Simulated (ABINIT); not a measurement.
WAu:

```xyz
2
Lattice="0.0000 2.7480 2.7480 2.7480 0.0000 2.7480 2.7480 2.7480 0.0000" Properties=species:S:1:pos:R:3 pbc="T T T"
W     0.0000    0.0000    0.0000
Au    4.1220    4.1220    4.1220
```

The cell was built by a generator and needn't be a form met in nature.

* Program: ABINIT 10.8.3 (patched build)
* Task: single point
* Functional: PBE
* Potentials or basis: JTH PAW PBE v2.0
* Cutoff: 544 eV
* k mesh: 8 × 8 × 8
* Occupations: fermi-dirac, width 0.05 eV
* Spin: no spin polarisation

On this cell: pressure 33.5 GPa; largest force zero by symmetry; band gap on the k mesh none (metal or under the smearing width).

The same run follows on a disturbed copy (atoms moved at random, drawn with an rms of 0.05 Å):

```
W Au
1.0
     0.00000    2.74798    2.74798
     2.74798    0.00000    2.74798
     2.74798    2.74798    0.00000
W Au
1 1
Direct
  0.00387 0.99702 0.99291
  0.73836 0.75130 0.75806
```

**Question.** What changes?

**Answer.** The energy (extrapolated to zero smearing) moves by +21.8 meV/atom; pressure 33.9 GPa; largest force 1.418 eV/Å; band gap on the k mesh none (metal or under the smearing width).

Forces in eV/Å, atoms in the order of the input:
```
W    1.220 -0.129 -0.711
Au  -1.220  0.129  0.711
```

Stress tensor (GPa, compression positive):
```
33.68 -3.97 -0.51
-3.97 34.09  6.83
-0.51  6.83 33.95
```

Caveats: the atomic spheres overlap; a pressure of tens of GPa on the cell as given is suspect, and the run, the potentials or the cell itself is likely at fault (some runs).
